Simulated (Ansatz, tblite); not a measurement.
**The cluster Sn₄O₅: one state, many levels**

How do method and basis change the picture of the cluster Sn₄O₅ (singlet)?

Computed with Ansatz 0.2.0, Gaussian basis. Level: as each input shows.

Plan: GFN1-xTB, GFN2-xTB, PBE-D4/def2-TZVP, r2SCAN-D4/def2-TZVP, B2PLYP/def2-TZVP, HSE06-D4/def2-TZVP, PBE-D4/def2-SVP, PBE0-D4/def2-SVP, PBE-D4/def2-TZVPD, MP2/def2-SVP, RPA/def2-SVP.

9 further runs of the same task are left out: 6 that didn't finish, 3 set aside as unsound or not needed. Runs told in other sessions of the task aren't counted.

### Step 1. The geometry

The geometry is that of the singlet, from an earlier relaxation (PBE-D4/def2-SVP). At that level it is the lowest of the isomers that a small search found.

9 atoms, charge 0, spin multiplicity 1.

Bond lengths: Sn1–O5 2.171 Å, Sn1–O6 2.149 Å, Sn1–O8 2.201 Å, Sn2–O5 2.144 Å, Sn2–O6 2.258 Å, Sn2–O9 2.144 Å, Sn3–O6 2.150 Å, Sn3–O7 2.200 Å, Sn3–O9 2.172 Å, Sn4–O5 2.226 Å, Sn4–O7 2.348 Å, Sn4–O8 2.342 Å, Sn4–O9 2.225 Å, O7–O8 1.491 Å. Angles: O5–Sn1–O6 80.7°, O5–Sn1–O8 81.4°, O6–Sn1–O8 91.3°, O5–Sn2–O6 78.9°, O5–Sn2–O9 81.3°, O6–Sn2–O9 78.8°, O6–Sn3–O7 91.4°, O6–Sn3–O9 80.7°, O7–Sn3–O9 81.5°, O5–Sn4–O7 100.3°, O5–Sn4–O8 77.2°, O5–Sn4–O9 77.7°, O7–Sn4–O8 37.1°, O7–Sn4–O9 77.2°, O8–Sn4–O9 100.2°, Sn1–O5–Sn2 98.8°, Sn1–O5–Sn4 102.3°, Sn2–O5–Sn4 100.1° and more.

As a file:

```xyz
9
O5Sn4
Sn   -0.1526    1.1219   -1.7832
Sn   -2.1661   -0.6677    0.0832
Sn    0.8581   -1.9305    0.0025
Sn    0.2808    1.0376    1.6134
O    -1.2917    1.2901    0.0577
O    -0.4738   -0.9651   -1.3817
O     1.9411   -0.0486    0.3574
O     1.5277    1.1899   -0.3631
O    -0.5235   -1.0276    1.4138
```

Sn takes a core potential in the def2 sets. No spin-orbit coupling is included.

PBE0-D4/def2-TZVP was run before; its log isn't repeated, and its numbers join the tables.

### Step 2. GFN1-xTB

Tight binding, by tblite at 300 K electronic temperature and without a spin-polarisation term:

```python
tblite.interface.Calculator('GFN1-xTB', numbers, positions, charge=0, uhf=0).singlepoint()
```

Energy -917.7762 eV, HOMO -10.31 eV, LUMO -5.60 eV; 0.01 s.

### Step 3. GFN2-xTB

Tight binding, by tblite at 300 K electronic temperature and without a spin-polarisation term:

```python
tblite.interface.Calculator('GFN2-xTB', numbers, positions, charge=0, uhf=0).singlepoint()
```

Energy -788.2687 eV, HOMO -11.16 eV, LUMO -7.28 eV; 0.015 s.

### Step 4. PBE-D4/def2-TZVP

start.molden holds the orbitals of an earlier run on this state, given as this run's starting guess.

Input file in.yaml:

```yaml
crystal:
  periodic: [false, false, false]
  atoms:
    - {symbol: Sn, position_ang: [-0.152642, 1.121945, -1.783238]}
    - {symbol: Sn, position_ang: [-2.166079, -0.667678, 0.083229]}
    - {symbol: Sn, position_ang: [0.858098, -1.930491, 0.002451]}
    - {symbol: Sn, position_ang: [0.280786, 1.037555, 1.613389]}
    - {symbol: O, position_ang: [-1.291669, 1.290057, 0.057733]}
    - {symbol: O, position_ang: [-0.473814, -0.965065, -1.381672]}
    - {symbol: O, position_ang: [1.941112, -0.048582, 0.357395]}
    - {symbol: O, position_ang: [1.527707, 1.189866, -0.363053]}
    - {symbol: O, position_ang: [-0.523497, -1.027596, 1.413767]}
basis:
  gaussian: {orbitals: def2-TZVP, initial_orbitals: start.molden}
hamiltonian: {xc: pbe, dispersion: d4}
scf: {omitted_lower_state_checks: [starts]}
output: {forces: true, orbitals: {seedname: orbitals}}
```

The run is started by

```console
$ ansatz run in.yaml --threads 4 --pin off --events-out ev --progress --plain --max-ram 4787MiB
```

What it wrote, cut to the lines that bear on the results:

```text
Functional definition: PBE
  name "PBE"
  cite "Perdew, Burke & Ernzerhof, Phys. Rev. Lett. 77, 3865 (1996) doi:10.1103/PhysRevLett.77.3865"
  parent pbe
[...]
2307 factors; their error is unknown
[...]
mean field -33561.49769455 eV, -1233.3622914744 hartree, gradient 2.3e-5 eV, S^2 0.000000; 0 other end points of the search recorded, 0 dependent functions left out
[...]
reference -33561.49774671 eV, -1233.3622933913 hartree; 64, 64 occupied and 291, 291 virtual orbitals, 2307 factors
Total energy: -33562.12732393 eV, -1233.3854299275 hartree
Atom 0 at    -0.152642     1.121945    -1.783238 Å, force     0.002838    -0.229695     0.417197 eV/Å
Atom 1 at    -2.166079    -0.667678     0.083229 Å, force     0.450190     0.186384     0.063844 eV/Å
Atom 2 at     0.858098    -1.930491     0.002451 Å, force    -0.211299     0.424253     0.035548 eV/Å
Atom 3 at     0.280786     1.037555     1.613389 Å, force    -0.056955    -0.211337    -0.328516 eV/Å
Atom 4 at    -1.291669     1.290057     0.057733 Å, force     0.026469    -0.144593    -0.062127 eV/Å
Atom 5 at    -0.473814    -0.965065    -1.381672 Å, force     0.075990     0.066550     0.067575 eV/Å
Atom 6 at     1.941112    -0.048582     0.357395 Å, force    -0.063279    -0.260323     0.098969 eV/Å
Atom 7 at     1.527707     1.189866    -0.363053 Å, force    -0.197827     0.150714    -0.136964 eV/Å
Atom 8 at    -0.523497    -1.027596     1.413767 Å, force    -0.026127     0.018047    -0.155526 eV/Å
Dipole moment:    -0.290134    -0.125302    -0.053421 e Å
Checks for a lower state left out: starts
```

Run time: 7.5 s. Hardware: 4 threads of AMD EPYC 7B13, shared host; peak memory 0.88 GiB.

From the report: HOMO -5.55 eV, LUMO -2.45 eV.

### Step 5. r2SCAN-D4/def2-TZVP

Edit in.yaml of step 4 so:

```diff
@@ -14,4 +14,4 @@
   gaussian: {orbitals: def2-TZVP, initial_orbitals: start.molden}
-hamiltonian: {xc: pbe, dispersion: d4}
+hamiltonian: {xc: r2scan, dispersion: d4}
 scf: {omitted_lower_state_checks: [starts]}
-output: {forces: true, orbitals: {seedname: orbitals}}
+output: {orbitals: {seedname: orbitals}}
```

Launched as before.

What it wrote:

```text
Functional definition: r2SCAN
  name "r2SCAN"
  cite "Furness, Kaplan, Ning, Perdew & Sun, J. Phys. Chem. Lett. 11, 8208 (2020) doi:10.1021/acs.jpclett.0c02405"
  cite "Furness, Kaplan, Ning, Perdew & Sun, J. Phys. Chem. Lett. 11, 9248 (2020) doi:10.1021/acs.jpclett.0c03077"
  parent r2scan
  parameter k0 = 0.174
  parameter k1 = 0.065
  parameter a1 = 4.9479
  exchange = r2scan_x(k0 = k0, k1 = k1, a1 = a1)
  correlation = r2scan_c
these checks for a lower state are left out or cut short: starts
2307 factors; their error is unknown
mean field evaluation 1: about -33575.6300 eV, gradient 9.0e0 eV
mean field evaluation 2: about -33575.7432 eV, gradient 1.4e-1 eV
mean field evaluation 4: about -33575.7288 eV, gradient 5.8e-4 eV
mean field -33575.72879697 eV, -1233.8852748423 hartree, gradient 7.9e-6 eV, S^2 0.000000; 0 other end points of the search recorded, 0 dependent functions left out
reference -33575.72881416 eV, -1233.8852754740 hartree; 64, 64 occupied and 291, 291 virtual orbitals, 2307 factors
Total energy: -33575.85772355 eV, -1233.8900128066 hartree
Checks for a lower state left out: starts
```

Wall time 12 s (4 threads of AMD EPYC 7B13, shared host); peak memory 0.93 GiB.

Report: HOMO -5.87 eV, LUMO -2.28 eV.

### Step 6. B2PLYP/def2-TZVP

Edit in.yaml of step 5 so:

```diff
@@ -14,4 +14,3 @@
   gaussian: {orbitals: def2-TZVP, initial_orbitals: start.molden}
-hamiltonian: {xc: r2scan, dispersion: d4}
+hamiltonian: {xc: {name: B2PLYP}}
 scf: {omitted_lower_state_checks: [starts]}
-output: {orbitals: {seedname: orbitals}}
```

The command is unchanged.

What it wrote, cut to the lines that bear on the results:

```text
Functional definition: B2PLYP
  name "B2PLYP"
  cite "Grimme, J. Chem. Phys. 124, 034108 (2006) doi:10.1063/1.2148954"
  cite "Becke, Phys. Rev. A 38, 3098 (1988) doi:10.1103/PhysRevA.38.3098"
  cite "Lee, Yang & Parr, Phys. Rev. B 37, 785 (1988) doi:10.1103/PhysRevB.37.785"
[...]
2937 factors; integrals over basis functions are off by at most 6.1e-4 eV
[...]
mean field -33520.73346145 eV, -1231.8642335390 hartree, gradient 5.1e-6 eV, S^2 0.000000; 0 other end points of the search recorded, 0 dependent functions left out
21 core orbitals not correlated: weight in the atoms' cores, before any rotation towards them, 1.000 or more for the frozen orbitals, at most 0.000 for the correlated occupied ones
reference -33520.73363813 eV, -1231.8642400319 hartree; 43, 43 occupied and 291, 291 virtual orbitals, 2937 factors
second order -82.25529255 eV of doubles, -0.00000000 eV of singles
Total energy: -33542.94256712 eV, -1232.6804031184 hartree
Checks for a lower state left out: starts
```

Wall time 26 s (4 threads of AMD EPYC 7B13, shared host); peak memory 2.2 GiB.

### Step 7. HSE06-D4/def2-TZVP

Edit in.yaml of step 6 so:

```diff
@@ -14,3 +14,4 @@
   gaussian: {orbitals: def2-TZVP, initial_orbitals: start.molden}
-hamiltonian: {xc: {name: B2PLYP}}
+hamiltonian: {xc: hse06, dispersion: d4}
 scf: {omitted_lower_state_checks: [starts]}
+output: {orbitals: {seedname: orbitals}}
```

Same command.

What it wrote, cut to the lines that bear on the results:

```text
Functional definition: HSE06
  name "HSE06"
  cite "Heyd, Scuseria & Ernzerhof, J. Chem. Phys. 118, 8207 (2003) doi:10.1063/1.1564060"
  cite "Krukau, Vydrov, Izmaylov & Scuseria, J. Chem. Phys. 125, 224106 (2006) doi:10.1063/1.2404663"
  cite "Heyd & Scuseria, J. Chem. Phys. 120, 7274 (2004) doi:10.1063/1.1668634"
  cite "Ernzerhof & Perdew, J. Chem. Phys. 109, 3313 (1998) doi:10.1063/1.476928"
  cite "Perdew, Burke & Ernzerhof, Phys. Rev. Lett. 77, 3865 (1996) doi:10.1103/PhysRevLett.77.3865"
  parent pbe
[...]
  # The whole range is PBE's own exchange, as in plane waves. The composition of these papers is wPBEh.
[...]
2599 factors; their error is unknown
120 factors; integrals over basis functions are off by at most 3.1e-7 eV
[...]
mean field -33560.21590640 eV, -1233.3151866289 hartree, gradient 1.7e-5 eV, S^2 0.000000; 0 other end points of the search recorded, 0 dependent functions left out
reference -33560.21595902 eV, -1233.3151885624 hartree; 64, 64 occupied and 291, 291 virtual orbitals, 2599 factors
Total energy: -33560.73473078 eV, -1233.3342530733 hartree
Checks for a lower state left out: starts
```

Wall time 15 s (4 threads of AMD EPYC 7B13, shared host); peak memory 2 GiB.

Report: HOMO -6.39 eV, LUMO -2.11 eV.

### Step 8. PBE-D4/def2-SVP

Edit in.yaml of step 7 so:

```diff
@@ -13,4 +13,4 @@
 basis:
-  gaussian: {orbitals: def2-TZVP, initial_orbitals: start.molden}
-hamiltonian: {xc: hse06, dispersion: d4}
+  gaussian: {orbitals: def2-SVP, initial_orbitals: start.molden}
+hamiltonian: {xc: pbe, dispersion: d4}
 scf: {omitted_lower_state_checks: [starts]}
```

Launched as before.

What it wrote:

```text
Functional definition: PBE
  name "PBE"
  cite "Perdew, Burke & Ernzerhof, Phys. Rev. Lett. 77, 3865 (1996) doi:10.1103/PhysRevLett.77.3865"
  parent pbe
  parameter kappa = 0.804
  parameter beta = 0.06672455060314922
  exchange = pbe_x(kappa = kappa, mu = beta*pi^2/3)
  correlation = pbe_c(beta = beta)
these checks for a lower state are left out or cut short: starts
1879 factors; their error is unknown
mean field evaluation 1: about -33547.2033 eV, gradient 4.2e1 eV
mean field evaluation 2: about -33548.1120 eV, gradient 1.3e0 eV
mean field evaluation 4: about -33548.0930 eV, gradient 7.7e-2 eV
mean field -33548.09297208 eV, -1232.8696770098 hartree, gradient 3.2e-5 eV, S^2 0.000000; 0 other end points of the search recorded, 0 dependent functions left out
reference -33548.09301259 eV, -1232.8696784986 hartree; 64, 64 occupied and 110, 110 virtual orbitals, 1879 factors
Total energy: -33548.72258981 eV, -1232.8928150348 hartree
Checks for a lower state left out: starts
```

Run time: 2.3 s. Hardware: 4 threads of AMD EPYC 7B13, shared host.

From the report: HOMO -5.43 eV, LUMO -2.33 eV.

### Step 9. PBE0-D4/def2-SVP

Edit in.yaml of step 8 so:

```diff
@@ -14,3 +14,3 @@
   gaussian: {orbitals: def2-SVP, initial_orbitals: start.molden}
-hamiltonian: {xc: pbe, dispersion: d4}
+hamiltonian: {xc: pbe0, dispersion: d4}
 scf: {omitted_lower_state_checks: [starts]}
```

Launched as before.

What it wrote:

```text
Functional definition: PBE0
  name "PBE0"
  cite "Adamo & Barone, J. Chem. Phys. 110, 6158 (1999) doi:10.1063/1.478522"
  cite "Perdew, Burke & Ernzerhof, Phys. Rev. Lett. 77, 3865 (1996) doi:10.1103/PhysRevLett.77.3865"
  parent pbe
  parameter a = 0.25
  parameter kappa = 0.804
  parameter beta = 0.06672455060314922
  exchange = (1 - a)*pbe_x(kappa = kappa, mu = beta*pi^2/3) + a*exact_x
  correlation = pbe_c(beta = beta)
these checks for a lower state are left out or cut short: starts
2004 factors; integrals over basis functions are off by at most 2.1e-4 eV
mean field evaluation 1: about -33546.7489 eV, gradient 4.1e1 eV
mean field evaluation 2: about -33547.2408 eV, gradient 6.9e-1 eV
mean field evaluation 4: about -33547.4877 eV, gradient 2.3e-3 eV
mean field -33547.48767204 eV, -1232.8474326437 hartree, gradient 1.7e-5 eV, S^2 0.000000; 0 other end points of the search recorded, 0 dependent functions left out
reference -33547.48770261 eV, -1232.8474337670 hartree; 64, 64 occupied and 110, 110 virtual orbitals, 2004 factors
Total energy: -33548.02716619 eV, -1232.8672586878 hartree
Checks for a lower state left out: starts
```

Run time: 4.6 s. Hardware: 4 threads of AMD EPYC 7B13, shared host; peak memory 0.69 GiB.

HOMO -6.71 eV, LUMO -1.63 eV.

### Step 10. PBE-D4/def2-TZVPD

Edit in.yaml of step 9 so:

```diff
@@ -13,4 +13,4 @@
 basis:
-  gaussian: {orbitals: def2-SVP, initial_orbitals: start.molden}
-hamiltonian: {xc: pbe0, dispersion: d4}
+  gaussian: {orbitals: def2-TZVPD, initial_orbitals: start.molden}
+hamiltonian: {xc: pbe, dispersion: d4}
 scf: {omitted_lower_state_checks: [starts]}
```

Launched as before.

What it wrote:

```text
Functional definition: PBE
  name "PBE"
  cite "Perdew, Burke & Ernzerhof, Phys. Rev. Lett. 77, 3865 (1996) doi:10.1103/PhysRevLett.77.3865"
  parent pbe
  parameter kappa = 0.804
  parameter beta = 0.06672455060314922
  exchange = pbe_x(kappa = kappa, mu = beta*pi^2/3)
  correlation = pbe_c(beta = beta)
these checks for a lower state are left out or cut short: starts
2536 factors; their error is unknown
mean field evaluation 1: about -33561.1790 eV, gradient 1.6e1 eV
mean field evaluation 2: about -33561.6574 eV, gradient 5.4e-1 eV
mean field evaluation 4: about -33561.6386 eV, gradient 3.0e-1 eV
mean field evaluation 8: about -33561.6387 eV, gradient 2.0e-5 eV
mean field -33561.63867798 eV, -1233.3674725201 hartree, gradient 2.0e-5 eV, S^2 0.000000; 0 other end points of the search recorded, 0 dependent functions left out
reference -33561.63873605 eV, -1233.3674746542 hartree; 64, 64 occupied and 360, 360 virtual orbitals, 2536 factors
Total energy: -33562.26831328 eV, -1233.3906111904 hartree
Checks for a lower state left out: starts
```

Wall time 10 s (4 threads of AMD EPYC 7B13, shared host); peak memory 1.3 GiB.

HOMO -5.57 eV, LUMO -2.47 eV.

### Step 11. MP2/def2-SVP

Edit in.yaml of step 10 so:

```diff
@@ -13,4 +13,4 @@
 basis:
-  gaussian: {orbitals: def2-TZVPD, initial_orbitals: start.molden}
-hamiltonian: {xc: pbe, dispersion: d4}
+  gaussian: {orbitals: def2-SVP, initial_orbitals: start.molden}
+correlation: {method: mp2}
 scf: {omitted_lower_state_checks: [starts]}
```

Same command.

What it wrote:

```text
Functional definition: HF
  name "HF"
  cite "Fock, Z. Phys. 61, 126 (1930) doi:10.1007/BF01340294"
  parent pbe
  exchange = exact_x
  correlation = 0
these checks for a lower state are left out or cut short: starts
2004 factors; integrals over basis functions are off by at most 2.1e-4 eV
mean field evaluation 1: about -33399.6549 eV, gradient 4.8e1 eV
mean field evaluation 2: about -33402.0273 eV, gradient 2.8e0 eV
mean field evaluation 4: about -33403.1297 eV, gradient 3.7e0 eV
mean field evaluation 8: about -33403.1547 eV, gradient 1.4e-3 eV
mean field -33403.15471989 eV, -1227.5432944844 hartree, gradient 2.1e-6 eV, S^2 0.000000; 0 other end points of the search recorded, 0 dependent functions left out
21 core orbitals not correlated: weight in the atoms' cores, before any rotation towards them, 1.000 or more for the frozen orbitals, at most 0.000 for the correlated occupied ones
reference -33403.15471989 eV, -1227.5432944844 hartree; 43, 43 occupied and 110, 110 virtual orbitals, 2004 factors
second order -36.22142012 eV of doubles, -0.00000000 eV of singles
Total energy: -33439.37614000 eV, -1228.8744071219 hartree
Checks for a lower state left out: starts
```

Wall time 5.5 s (4 threads of AMD EPYC 7B13, shared host); peak memory 0.66 GiB.

From the report: Hartree-Fock HOMO -9.28 eV, LUMO 1.20 eV.

### Step 12. RPA/def2-SVP

Edit in.yaml of step 11 so:

```diff
@@ -14,4 +14,4 @@
   gaussian: {orbitals: def2-SVP, initial_orbitals: start.molden}
-correlation: {method: mp2}
+hamiltonian: {xc: pbe}
+correlation: {method: rpa}
 scf: {omitted_lower_state_checks: [starts]}
-output: {orbitals: {seedname: orbitals}}
```

Same command.

What it wrote, cut to the lines that bear on the results:

```text
Functional definition: PBE
  name "PBE"
  cite "Perdew, Burke & Ernzerhof, Phys. Rev. Lett. 77, 3865 (1996) doi:10.1103/PhysRevLett.77.3865"
  parent pbe
[...]
2004 factors; integrals over basis functions are off by at most 2.1e-4 eV
[...]
mean field -33548.09291508 eV, -1232.8696749150 hartree, gradient 5.8e-6 eV, S^2 0.000000; 0 other end points of the search recorded, 0 dependent functions left out
21 core orbitals not correlated: weight in the atoms' cores, before any rotation towards them, 1.000 or more for the frozen orbitals, at most 0.000 for the correlated occupied ones
reference -33398.60875880 eV, -1227.3762334957 hartree; 43, 43 occupied and 110, 110 virtual orbitals, 2004 factors
Total energy: -33453.60168659 eV, -1229.3971863165 hartree
Checks for a lower state left out: starts
```

Run time: 7.5 s. Hardware: 4 threads of AMD EPYC 7B13, shared host; peak memory 0.65 GiB.

### Step 13. Levels side by side

| level | functions | HOMO (eV) | LUMO (eV) | gap (eV) | time |
| --- | --- | --- | --- | --- | --- |
| PBE-D4/def2-SVP | 174 | -5.43 | -2.33 | 3.10 | 2.3 s |
| PBE-D4/def2-TZVP | 355 | -5.55 | -2.45 | 3.10 | 7.5 s |
| PBE-D4/def2-TZVPD | 424 | -5.57 | -2.47 | 3.09 | 10 s |
| r2SCAN-D4/def2-TZVP | 355 | -5.87 | -2.28 | 3.58 | 12 s |
| PBE0-D4/def2-SVP | 174 | -6.71 | -1.63 | 5.09 | 4.6 s |
| PBE0-D4/def2-TZVP | 355 | -6.78 | -1.76 | 5.02 | 15 s |
| HSE06-D4/def2-TZVP | 355 | -6.39 | -2.11 | 4.28 | 15 s |

Energy pieces by basis (eV):

| basis | HF | MP2 correlation | total |
| --- | --- | --- | --- |
| def2-SVP | -33403.1547 | -36.2214 | -33439.3761 (MP2) |

### Step 14. Binding energy

Free atoms were run apart at each level; binding is atoms less cluster, divided by the number of atoms, without zero-point or spin-orbit terms.

| level | binding an atom (eV) |
| --- | --- |
| HF/def2-SVP | 1.809 |
| PBE-D4/def2-SVP | 4.062 |
| PBE-D4/def2-TZVP | 4.050 |
| PBE-D4/def2-TZVPD | 4.050 |
| r2SCAN-D4/def2-TZVP | 3.853 |
| PBE0-D4/def2-SVP | 3.706 |
| PBE0-D4/def2-TZVP | 3.715 |
| HSE06-D4/def2-TZVP | 3.714 |
| B2PLYP/def2-TZVP | 3.745 |
| RPA/def2-SVP | 3.168 |
| MP2/def2-SVP | 3.623 |

### Step 15. Results

```
                                                 quantity                                value
gap in def2-TZVP, named functionals, smallest and largest  3.10 eV (PBE-D4), 5.02 eV (PBE0-D4)
                         correlation energy, MP2/def2-SVP                            -36.22 eV
                binding an atom, functionals in def2-TZVP  3.71 (HSE06-D4) to 4.05 eV (PBE-D4)
          PBE0 total energy, smallest basis above largest       13.31 eV (def2-SVP, def2-TZVP)
```

Over the named functionals in def2-TZVP the gap runs from 3.10 eV (PBE-D4) to 5.02 eV (PBE0-D4); exact exchange widens it.

The slowest run with a step of its own, B2PLYP/def2-TZVP, took 26 s; the quickest functional in def2-TZVP took 7.5 s (shared host).
